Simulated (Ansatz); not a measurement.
**CHFSe: basis-set convergence**

Aim: see how fast density functionals converge with the basis set for CHFSe.

Method: one geometry, several basis sets; program: Ansatz 0.2.0, Gaussian basis.

The runs, in order: PBE0-D4/def2-SVP; ωB97M-V/def2-SVP; PBE0-D4/def2-QZVPP; ωB97M-V/def2-QZVPP; the functionals' def2-TZVPP values are taken from earlier runs.

## Step 1: The relaxed structure

All runs share one geometry, relaxed beforehand with PBE0-D4 in a triple-zeta def2 set.

SMILES `FC=[Se]`, 4 atoms, charge 0, spin multiplicity 1.

Atoms are counted from 1 here; the program's logs count them from 0.

Bond lengths: F1–C2 1.319 Å, C2–Se3 1.735 Å, C2–H4 1.089 Å. Angles: F1–C2–Se3 124.2°, F1–C2–H4 110.3°, Se3–C2–H4 125.4°.

## Step 2: PBE0-D4 in def2-SVP

File in.yaml:

```yaml
crystal:
  periodic: [false, false, false]
  atoms:
    - {symbol: F, position_ang: [-1.157296, -0.388769, 0.508071]}
    - {symbol: C, position_ang: [-0.048794, 0.047445, -0.059029]}
    - {symbol: Se, position_ang: [1.538974, -0.538522, 0.322884]}
    - {symbol: H, position_ang: [-0.277484, 0.819547, -0.792326]}
basis:
  gaussian: {orbitals: def2-SVP}
hamiltonian: {xc: pbe0, dispersion: d4}
output: {orbitals: {seedname: orbitals}}
```

The run is started by

```
ansatz run in.yaml --threads 2 --pin off --events-out ev --progress --plain --max-ram 4352MiB
```

After this run come: ωB97M-V in def2-SVP; PBE0-D4 in def2-QZVPP; ωB97M-V in def2-QZVPP.

Before running them: what should the planned runs give, taken together? Wanted: PBE0-D4: double and triple zeta above quadruple; ωB97M-V: double and triple zeta above quadruple.

The runs gave:

```
                                       quantity           value
PBE0-D4: double and triple zeta above quadruple  14.12, 1.57 eV
ωB97M-V: double and triple zeta above quadruple  14.16, 1.52 eV
```

For PBE0-D4 the step from double to triple zeta gains 12.55 eV and the next only 1.57 eV. These are total energies; as a rule much of such shifts cancels in differences, which this series doesn't test.
